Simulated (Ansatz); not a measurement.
# CH4FSSn: rigid scan of one bond length in Python

How does the energy of CH4FSSn change as one bond is stretched? A script is to give a rigid scan of one bond length; the system is CH4FSSn.

Computed with the Python package of Ansatz 0.2.0. Level of theory: PBE+D4/def2-SVP.

### Step 1. The system

Bond lengths: C1–S2 1.821 Å, S2–Sn3 2.393 Å, Sn3–F4 2.036 Å, C1–H5 1.163 Å, C1–H6 1.059 Å, C1–H7 1.112 Å, Sn3–H8 1.734 Å. Angles: C1–S2–Sn3 91.6°, S2–C1–H5 105.0°, S2–C1–H6 112.1°, S2–C1–H7 110.9°, H5–C1–H6 107.1°, H5–C1–H7 107.1°, H6–C1–H7 113.9°, S2–Sn3–F4 110.5°, S2–Sn3–H8 111.2°, F4–Sn3–H8 106.8°.

No structure file is read: the coordinates are typed or built in the script.

### Step 2. Script

Contents of scan_ch4fssn.py:

```python
"""Potential curve of CH4FSSn along one bond."""

import ansatz as az
from ase import Atoms
import matplotlib.pyplot as plt
import numpy as np

BASIS_SET = "def2-SVP"
FUNCTIONAL = "pbe"
VDW = "d4"

atoms = Atoms(["C", "S", "Sn", "F", "H", "H", "H", "H"], positions=[
    (-0.8224, 0.7007, 0.4654),
    (-0.9201, 0.274, -1.3022),
    (0.9995, -1.1447, -1.1352),
    (2.637, -0.069, -0.5825),
    (-1.7084, 1.4315, 0.6487),
    (-0.9784, -0.1415, 1.0887),
    (0.1134, 1.2592, 0.6886),
    (0.7715, -2.3674, 0.0728),
])
molecule = az.Crystal.molecule_from_ase(atoms)

symbols = [site.symbol for site in molecule.cartesian_sites]
start = np.array([site.position_ang for site in molecule.cartesian_sites])
axis = (start[4] - start[0]) / np.linalg.norm(start[4] - start[0])
moving = [4]
lengths, energies = [1.023, 1.07, 1.117, 1.163, 1.21, 1.256, 1.303, 1.372], []
for length in lengths:
    xyz = start.copy()
    xyz[moving] += (length - np.linalg.norm(start[4] - start[0])) * axis
    point = az.Crystal.molecule()
    for symbol, place in zip(symbols, xyz):
        point = point.atom(symbol, place.tolist())
    model = (
        point.calculation()
        .basis(gaussian=BASIS_SET)
        .functional(FUNCTIONAL, dispersion=VDW)
        .spin("collinear", total=1)
    )
    data = model.run(threads=1, pin="off").report
    energies.append(data["free_energy_ev"])
    print(f"r = {length:6.3f} A  E = {energies[-1]:.5f} eV  <S^2> = {abs(data['mean_field']['state']['spin_squared']):.3f}")

# quartic fit about the minimum
fit = np.polynomial.Polynomial.fit(lengths, np.array(energies) - min(energies), 4).convert()
roots = [r.real for r in fit.deriv().roots() if abs(r.imag) < 1e-9 and fit.deriv(2)(r.real) > 0]
r_e = min(roots, key=lambda r: abs(r - lengths[int(np.argmin(energies))]))
print(f"minimum of the fit at {r_e:.4f} A, force constant {fit.deriv(2)(r_e):.2f} eV/A^2")
plt.figure(figsize=(4.5, 3))
plt.plot(lengths, np.array(energies) - min(energies), "o-")
plt.xlabel("bond length (A)")
plt.ylabel("E - E(min) (eV)")
plt.tight_layout()
plt.savefig("scan.png", dpi=100)
```

### Step 3. The input behind the calls

The package turns the script's settings into the engine's input (first run):

```yaml
crystal:
  periodic: [false, false, false]
  atoms:
    - { symbol: C, position_ang: [-0.8224, 0.7007, 0.4654] }
    - { symbol: S, position_ang: [-0.9201, 0.274, -1.3022] }
    - { symbol: Sn, position_ang: [0.9995, -1.1447, -1.1352] }
    - { symbol: F, position_ang: [2.637, -0.069, -0.5825] }
    - { symbol: H, position_ang: [-1.6017175654615983, 1.343505052866068, 0.6266290177755204] }
    - { symbol: H, position_ang: [-0.9784, -0.1415, 1.0887] }
    - { symbol: H, position_ang: [0.1134, 1.2592, 0.6886] }
    - { symbol: H, position_ang: [0.7715, -2.3674, 0.0728] }
basis:
  gaussian:
    orbitals: def2-SVP
hamiltonian:
  xc: pbe
  dispersion: d4
magnetization:
  spin_polarized: true
  initial_magnetization: 1.0
```

### Step 4. Running it

Started as:

```console
python scan_ch4fssn.py
```

Standard output:

```text
r =  1.023 A  E = -20470.79485 eV  <S^2> = 0.752
r =  1.070 A  E = -20470.90929 eV  <S^2> = 0.752
r =  1.117 A  E = -20470.93591 eV  <S^2> = 0.752
r =  1.163 A  E = -20470.89712 eV  <S^2> = 0.752
r =  1.210 A  E = -20470.80748 eV  <S^2> = 0.752
r =  1.256 A  E = -20470.68327 eV  <S^2> = 0.752
r =  1.303 A  E = -20470.52935 eV  <S^2> = 0.752
r =  1.372 A  E = -20470.27188 eV  <S^2> = 0.752
minimum of the fit at 1.1104 A, force constant 31.53 eV/A^2
```

Run time: 39 s. Hardware: 1 thread of Arm Neoverse V1, shared host; peak memory 0.26 GiB.

### Step 5. What changed from run to run

The engine's inputs for some of the other runs:

Run 3, against run 1:

```diff
@@ -8 +8 @@
-    - { symbol: H, position_ang: [-1.6017175654615983, 1.343505052866068, 0.6266290177755204] }
+    - { symbol: H, position_ang: [-1.6733264131188714, 1.4025702287892452, 0.6414438053326063] }
```

Run 4, against run 1:

```diff
@@ -8 +8 @@
-    - { symbol: H, position_ang: [-1.6017175654615983, 1.343505052866068, 0.6266290177755204] }
+    - { symbol: H, position_ang: [-1.7083690406958347, 1.431474463815481, 0.6486935949882016] }
```

Run 7, against run 1:

```diff
@@ -8 +8 @@
-    - { symbol: H, position_ang: [-1.6017175654615983, 1.343505052866068, 0.6266290177755204] }
+    - { symbol: H, position_ang: [-1.815020515930071, 1.519443874764894, 0.6707581722008827] }
```

### Step 6. What each run gave

From the records of these 8 runs:

| run | distance (Å) | energy from run 3 (eV) | <S²> | SCF cycles | CPU time (s) |
| --- | --- | --- | --- | --- | --- |
| 1 | 1.02 | 0.1411 | 0.75 | 23 | 5 |
| 2 | 1.07 | 0.0266 | 0.75 | 23 | 5 |
| 3 | 1.12 | 0.0000 | 0.75 | 23 | 4.9 |
| 4 | 1.16 | 0.0388 | 0.75 | 23 | 4.5 |
| 5 | 1.21 | 0.1284 | 0.75 | 23 | 4.5 |
| 6 | 1.26 | 0.2526 | 0.75 | 23 | 4.5 |
| 7 | 1.30 | 0.4066 | 0.75 | 23 | 5 |
| 8 | 1.37 | 0.6640 | 0.75 | 25 | 4.6 |

### Step 7. Results

```
                        quantity     value
bond length at the fit's minimum  1.1104 Å
                   runs compared         8
                 range of energy  0.664 eV
      lowest point, distance (Å)      1.12
```

The lowest point, at 1.12, lies inside the range. The ends stand 0.141 and 0.664 eV above it. The distance scanned is the script's pair 0, 4. The rest of the molecule is held rigid at a force-field or estimated start geometry, and the basis set is modest; single-reference methods fail as a bond breaks. def2 sets replace the cores of elements past krypton by effective core potentials. The run takes the species as open-shell (spin multiplicity 2), which needn't be its ground state. Spin-orbit coupling of the heavy open-shell atom is left out.
